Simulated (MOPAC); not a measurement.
# SiH2Br2 (dibromosilane) at MNDO

Aim: the adiabatic ionisation energy of SiH2Br2 (dibromosilane) at MNDO, from 2 runs. 

The results are computed with MOPAC 23.2.5.

2 further runs of the same task are left out: 2 set aside as unsound or not needed.

### 1 The structure to begin with

The species is SiH2Br2 (5 atoms), meant as a singlet with charge 0. As SMILES, `Br[SiH2]Br`. All atoms were displaced at random from a relaxed shape. The run starts from this shape.

Bond lengths: Br1–Si2 2.202 Å, Si2–Br3 2.194 Å, Si2–H4 1.494 Å, Si2–H5 1.455 Å. Angles: Br1–Si2–Br3 110.5°, Br1–Si2–H4 107.4°, Br1–Si2–H5 109.3°, Br3–Si2–H4 108.4°, Br3–Si2–H5 108.8°, H4–Si2–H5 112.5°.

### 2 A structure relaxation at MNDO

File calc.mop:

```
mndo precise mullik gnorm=0.05 disp cycles=300 ef threads=1 aux(precision=6)

Br[SiH2]Br
Br    -1.663206    -1.246765     0.361563
Si     0.156295    -0.042998     0.065304
Br    -0.309648     1.796465    -1.035722
H      1.101848    -0.857498    -0.756569
H      0.713006     0.315156     1.361365
```

Command:

```bash
mopac calc.mop
```

calc.out, shortened:

```text
MOPAC v23.2.5
MNDO CALCULATION RESULTS
[...]
 *  GNORM      - EXIT WHEN GRADIENT NORM DROPS BELOW 0.050
[...]
           Empirical Formula: H2 Br2 Si  =     5 atoms
      MOLECULAR POINT GROUP   :   C2v
[...]
 CYCLE:     1 TIME:   0.008 TIME LEFT:  2.00D  GRAD.:    80.731 HEAT: -26.85250
[...]
 CYCLE:    20 TIME:   0.000 TIME LEFT:  2.00D  GRAD.:     0.040 HEAT: -32.06621
[...]
     SCF FIELD WAS ACHIEVED
[...]
                              SUM =        -32.06621 KCAL/MOL = FINAL HEAT OF FORMATION
          TOTAL ENERGY            =       -812.94304 EV
          ELECTRONIC ENERGY       =      -1527.96192 EV
          CORE-CORE REPULSION     =        715.01888 EV
          COSMO AREA              =        124.54 SQUARE ANGSTROMS
          COSMO VOLUME            =        115.96 CUBIC ANGSTROMS
          GRADIENT NORM           =          0.03984          =       0.01782 PER ATOM
          IONIZATION POTENTIAL    =         11.745883 EV
          HOMO LUMO ENERGIES (EV) =        -11.746 -1.000
          NO. OF FILLED LEVELS    =         10
          MOLECULAR WEIGHT        =        189.9093         POINT GROUP:  C2v
[...]
                             CARTESIAN COORDINATES
   1   Br       -1.661670226    -1.237147520     0.358994328
   2   Si        0.184055002    -0.058274114     0.067406953
   3   Br       -0.315378444     1.791008901    -1.033506284
   4    H        1.042358757    -0.792249390    -0.699303025
   5    H        0.663305219     0.293494296     1.296140689
           Empirical Formula: H2 Br2 Si  =     5 atoms
      MOLECULAR POINT GROUP   :   C2v
[...]
              NET ATOMIC CHARGES AND DIPOLE CONTRIBUTIONS
  ATOM NO.   TYPE          CHARGE      No. of ELECS.   s-Pop       p-Pop
    1         Br          -0.433696        7.4337     1.99225     5.44145
    2         Si           1.471335        2.5287     1.07602     1.45264
    3         Br          -0.433685        7.4337     1.99224     5.44144
    4          H          -0.301960        1.3020     1.30196
    5          H          -0.301994        1.3020     1.30199
 DIPOLE           X         Y         Z       TOTAL
 POINT-CHG.     2.945    -0.842     1.016     3.227
 HYBRID         0.096    -0.027     0.033     0.105
 SUM            3.041    -0.870     1.049     3.332
[...]
 * JOB ENDED NORMALLY *
[...]
```

Run time: 0.06 s. Hardware: 1 thread of Arm Neoverse N1, shared host.

Step by step:

```
step  energy from the first frame kept (eV)  largest force (eV/Å)
   0                                 0.0000                2.2968
   1                                -0.1463                1.7419
   2                                -0.1703                1.6886
   3                                -0.2044                0.8600
   4                                -0.2215                0.1873
   5                                -0.2231                0.0882
   6                                -0.2242                0.0846
   7                                -0.2251                0.0475
   8                                -0.2252                0.0384
   9                                -0.2256                0.0570
  10                                -0.2258                0.0533
  11                                -0.2259                0.0221
  12                                -0.2259                0.0192
  13                                -0.2260                0.0286
  14                                -0.2261                0.0172
  15                                -0.2261                0.0103
  16                                -0.2261                0.0047
  17                                -0.2261                0.0040
  18                                -0.2261                0.0035
  19                                -0.2261                0.0011
```

After the run. Bond lengths: Br1–Si2 2.209 Å, Si2–Br3 2.209 Å, Si2–H4 1.365 Å, Si2–H5 1.365 Å. Angles: Br1–Si2–Br3 108.9°, Br1–Si2–H4 108.2°, Br1–Si2–H5 108.2°, Br3–Si2–H4 108.2°, Br3–Si2–H5 108.2°, H4–Si2–H5 115.1°.

### 3 The doublet cation: a structure relaxation at MNDO

File mol.mop:

```
mndo charge=1 doublet cycles=300 disp gnorm=0.05 aux(precision=6) t=10m threads=1
Br2H2Si charge 1

Br    -1.661670 +1    -1.237148 +1     0.358994 +1
Si     0.184055 +1    -0.058274 +1     0.067407 +1
Br    -0.315378 +1     1.791009 +1    -1.033506 +1
H      1.042359 +1    -0.792249 +1    -0.699303 +1
H      0.663305 +1     0.293494 +1     1.296141 +1
```

Command:

```bash
mopac mol.mop
```

mol.out, shortened:

```text
MOPAC v23.2.5
MNDO CALCULATION RESULTS
[...]
 *  GNORM      - EXIT WHEN GRADIENT NORM DROPS BELOW 0.050
[...]
           Empirical Formula: H2 Br2 Si  =     5 atoms
      MOLECULAR POINT GROUP   :   C2v
[...]
 CYCLE:     1 TIME:   0.008 TIME LEFT: 10.00M  GRAD.:   115.375 HEAT:  227.9582
[...]
 CYCLE:    24 TIME:   0.000 TIME LEFT: 10.00M  GRAD.:     0.022 HEAT:  212.3848
[...]
     SCF FIELD WAS ACHIEVED
[...]
                              SUM =        212.38482 KCAL/MOL = FINAL HEAT OF FORMATION
          TOTAL ENERGY            =       -802.34264 EV
          ELECTRONIC ENERGY       =      -1485.77406 EV
          CORE-CORE REPULSION     =        683.43142 EV
          COSMO AREA              =        129.38 SQUARE ANGSTROMS
          COSMO VOLUME            =        121.48 CUBIC ANGSTROMS
          GRADIENT NORM           =          0.02204          =       0.00986 PER ATOM
          IONIZATION POTENTIAL    =         16.966078 EV
          ALPHA SOMO LUMO (EV)    =        -16.966 -7.126
          BETA  SOMO LUMO (EV)    =        -16.968 -8.768
          NO. OF ALPHA ELECTRONS  =         10
          NO. OF BETA  ELECTRONS  =          9
          MOLECULAR WEIGHT        =        189.9093         POINT GROUP:  Cs
[...]
                             CARTESIAN COORDINATES
   1   Br       -1.798838917    -1.325640906     0.380218384
   2   Si        0.449420683     0.097116074     0.034774723
   3   Br       -0.330639359     1.800414496    -1.041958546
   4    H        1.023013056    -0.874008023    -0.705018560
   5    H        0.639056901     0.259163998     1.360396764
           Empirical Formula: H2 Br2 Si  =     5 atoms
      MOLECULAR POINT GROUP   :   Cs
[...]
              NET ATOMIC CHARGES AND DIPOLE CONTRIBUTIONS
  ATOM NO.   TYPE          CHARGE      No. of ELECS.   s-Pop       p-Pop
    1         Br           0.120759        6.8792     1.99886     4.88038
    2         Si           1.649529        2.3505     1.12704     1.22343
    3         Br          -0.269003        7.2690     1.99373     5.27527
    4          H          -0.251106        1.2511     1.25111
    5          H          -0.250179        1.2502     1.25018
 DIPOLE           X         Y         Z       TOTAL
 POINT-CHG.     4.885    -2.596     2.354     6.012
 HYBRID         0.049    -0.224     0.129     0.263
 SUM            4.934    -2.820     2.483     6.201
[...]
 * JOB ENDED NORMALLY *
[...]
```

It took 0.06 s on 1 thread of Arm Neoverse N1, shared host.

The path in brief:

```
step  energy from the first frame kept (eV)  largest force (eV/Å)
   0                                 0.0000                4.1806
   1                                -0.3572                3.1953
   2                                -0.5407                2.4069
   3                                -0.5717                2.1198
   4                                -0.6590                0.4147
   5                                -0.6681                0.2256
   6                                -0.6723                0.1186
   7                                -0.6737                0.0479
   8                                -0.6740                0.0354
   9                                -0.6744                0.0326
  10                                -0.6746                0.0328
  11                                -0.6748                0.0291
  12                                -0.6748                0.0216
  13                                -0.6749                0.0189
  14                                -0.6750                0.0178
  15                                -0.6750                0.0175
  16                                -0.6750                0.0151
  17                                -0.6751                0.0142
  18                                -0.6752                0.0116
  19                                -0.6753                0.0069
  20                                -0.6753                0.0041
  21                                -0.6753                0.0039
  22                                -0.6753                0.0016
  23                                -0.6753                0.0006
```

After the run. Bond lengths: Br1–Si2 2.683 Å, Si2–Br3 2.161 Å, Si2–H4 1.349 Å, Si2–H5 1.349 Å. Angles: Br1–Si2–Br3 100.3°, Br1–Si2–H4 92.6°, Br1–Si2–H5 93.2°, Br3–Si2–H4 116.6°, Br3–Si2–H5 116.5°, H4–Si2–H5 124.5°.

### 4 Outcome

At MNDO:

| quantity | value |
| --- | --- |
| run 1, MNDO: total energy at the end | -29.87511 Eh |
| run 1, MNDO: dipole moment | 3.33 D |
| run 1, MNDO: HOMO energy | -11.75 eV |
| run 1, MNDO: LUMO energy | -1.00 eV |
| run 1, MNDO: HOMO–LUMO gap | 10.75 eV |
| run 1, MNDO: heat of formation | -32.1 kcal/mol |
| doublet cation: total energy at the end | -29.48555 Eh |
| doublet cation: HOMO energy (over α and β) | -16.97 eV |
| doublet cation: LUMO energy (over α and β) | -8.77 eV |
| doublet cation: heat of formation | 212.4 kcal/mol |
| doublet cation: ⟨S²⟩ | 0.751 |
| adiabatic ionisation energy (to the doublet cation, no zero-point term) | 10.600 eV |

What this shows: The adiabatic ionisation energy (to the doublet cation, no zero-point term) is 10.60 eV (244 kcal/mol). The optimisation (run 1, MNDO) took 19 steps and changed the energy by -0.226 eV. The optimisation (doublet cation) took 23 steps and changed the energy by -0.675 eV.
